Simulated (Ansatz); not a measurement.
**KRhO3: magnetic order and moments**

The task, for KRhO3: test the held total moment.

Program: Ansatz 0.2.0. Level of theory: DFT PBEsol, scalar-relativistic, plane waves, PAW. These are calculated values, not measurements.

## 1. The starting structure

Symmetry: Pm-3m, No. 221, cubic system. Conventional cell: a = 3.992 Å, b = 3.992 Å, c = 3.992 Å, α = 90.00°, β = 90.00°, γ = 90.00°. K (site symmetry m-3m) has 12 O at 2.82 Å as nearest neighbours. Around Rh (site symmetry m-3m) lie 6 O at 2.00 Å. O (site symmetry 4/mmm) is surrounded by 2 Rh at 2.00 Å and 4 K at 2.82 Å.

Coordinates:

```
K Rh O
1.0
     3.99158    0.00000    0.00000
     0.00000    3.99158    0.00000
     0.00000    0.00000    3.99158
K Rh O
1 1 3
Direct
  0.00000 0.00000 0.00000
  0.50000 0.50000 0.50000
  0.50000 0.50000 0.00000
  0.50000 0.00000 0.50000
  0.00000 0.50000 0.50000
```

Source of the structure: the Materials Project (structure only). It is taken as it stands there.

## 2. The base run, which the others are set against

input.yaml

```yaml
crystal:
  lattice:
    - [3.991577, 0.0, 0.0]
    - [0.0, 3.991577, 0.0]
    - [0.0, 0.0, 3.991577]
  atoms:
    - { symbol: K, position: [0.0, 0.0, 0.0] }
    - { symbol: Rh, position: [0.5, 0.5, 0.5], spin: 0.17 }
    - { symbol: O, position: [0.5, 0.5, 0.0], spin: 0.06 }
    - { symbol: O, position: [0.5, 0.0, 0.5], spin: 0.06 }
    - { symbol: O, position: [0.0, 0.5, 0.5], spin: 0.06 }
basis:
  ecutwfc: 420
kpoints:
  mp_grid: { grid: [10, 10, 10] }
hamiltonian:
  xc: pbesol
scf:
  occupations: { method: gaussian, width: 0.1 }
output:
  forces: true
  stress: true
  eigenvalues: true
  populations: true
magnetization:
  spin_polarized: true
```

It was run beforehand and gave: -1906.7717 eV/atom at zero smearing, pressure -8.95 GPa, largest force 0.000 eV/Å, no gap on the mesh, site moments Rh +0.99, O +0.34 (×3) μB, in 12 SCF cycles and 15 s.

## 3. Held total moment set to 0 μB

input.yaml

```yaml
crystal:
  lattice:
    - [3.991577, 0.0, 0.0]
    - [0.0, 3.991577, 0.0]
    - [0.0, 0.0, 3.991577]
  atoms:
    - { symbol: K, position: [0.0, 0.0, 0.0] }
    - { symbol: Rh, position: [0.5, 0.5, 0.5] }
    - { symbol: O, position: [0.5, 0.5, 0.0] }
    - { symbol: O, position: [0.5, 0.0, 0.5] }
    - { symbol: O, position: [0.0, 0.5, 0.5] }
basis:
  ecutwfc: 420
kpoints:
  mp_grid: { grid: [10, 10, 10] }
hamiltonian:
  xc: pbesol
scf:
  occupations: { method: gaussian, width: 0.1 }
  lower_state_search: "off"
output:
  forces: true
  stress: true
  eigenvalues: true
magnetization:
  spin_polarized: true
  initial_magnetization: 0.0
  spin_locking: { lock_magnetization: hard }
```

Started as:

```
> ansatz run input.yaml --threads 1 --pin off --max-ram 2560MiB --backend cpu --events-out ev --progress --plain --runs-dir out
```

## 4. Held total moment set to 1 μB

input.yaml: that of step 3 with these lines changed.

```diff
@@ -26,3 +26,3 @@
   spin_polarized: true
-  initial_magnetization: 0.0
+  initial_magnetization: 1.0
   spin_locking: { lock_magnetization: hard }
```

## 5. Held total moment set to 2 μB

input.yaml: that of step 4 with these lines changed.

```diff
@@ -26,3 +26,3 @@
   spin_polarized: true
-  initial_magnetization: 1.0
+  initial_magnetization: 2.0
   spin_locking: { lock_magnetization: hard }
```

## 6. Held total moment set to 3 μB

input.yaml: that of step 5 with these lines changed.

```diff
@@ -26,3 +26,3 @@
   spin_polarized: true
-  initial_magnetization: 2.0
+  initial_magnetization: 3.0
   spin_locking: { lock_magnetization: hard }
```

## 7. Held total moment set to 4 μB

input.yaml: that of step 6 with these lines changed.

```diff
@@ -26,3 +26,3 @@
   spin_polarized: true
-  initial_magnetization: 3.0
+  initial_magnetization: 4.0
   spin_locking: { lock_magnetization: hard }
```

## 8. Held total moment: 5 μB

input.yaml: that of step 7 with these lines changed.

```diff
@@ -26,3 +26,3 @@
   spin_polarized: true
-  initial_magnetization: 4.0
+  initial_magnetization: 5.0
   spin_locking: { lock_magnetization: hard }
```

## 9. Held total moment: 6 μB

input.yaml: that of step 8 with these lines changed.

```diff
@@ -26,3 +26,3 @@
   spin_polarized: true
-  initial_magnetization: 5.0
+  initial_magnetization: 6.0
   spin_locking: { lock_magnetization: hard }
```

## 10. Held total moment: 7 μB

input.yaml: that of step 9 with these lines changed.

```diff
@@ -26,3 +26,3 @@
   spin_polarized: true
-  initial_magnetization: 6.0
+  initial_magnetization: 7.0
   spin_locking: { lock_magnetization: hard }
```

## 11. Held total moment: 8 μB

input.yaml: that of step 10 with these lines changed.

```diff
@@ -26,3 +26,3 @@
   spin_polarized: true
-  initial_magnetization: 7.0
+  initial_magnetization: 8.0
   spin_locking: { lock_magnetization: hard }
```

(Steps that only read results are left out.)

Q: Predict the outcome of the series: the values and the trend.

As calculated:

| quantity | value |
| --- | --- |
| held moment of lowest energy | 2.00 μB/cell |

**Reading.** The energy is lowest at 2.00 μB per cell on this grid, 16.4 meV/atom under the state without net moment. The pressure climbs by 50.4 GPa from the first to the last point: a larger moment wants a larger cell. The listed cell is far from this method's equilibrium (-9.0 GPa, forces up to 0.00 eV/Å), so its values are not those of the relaxed crystal.
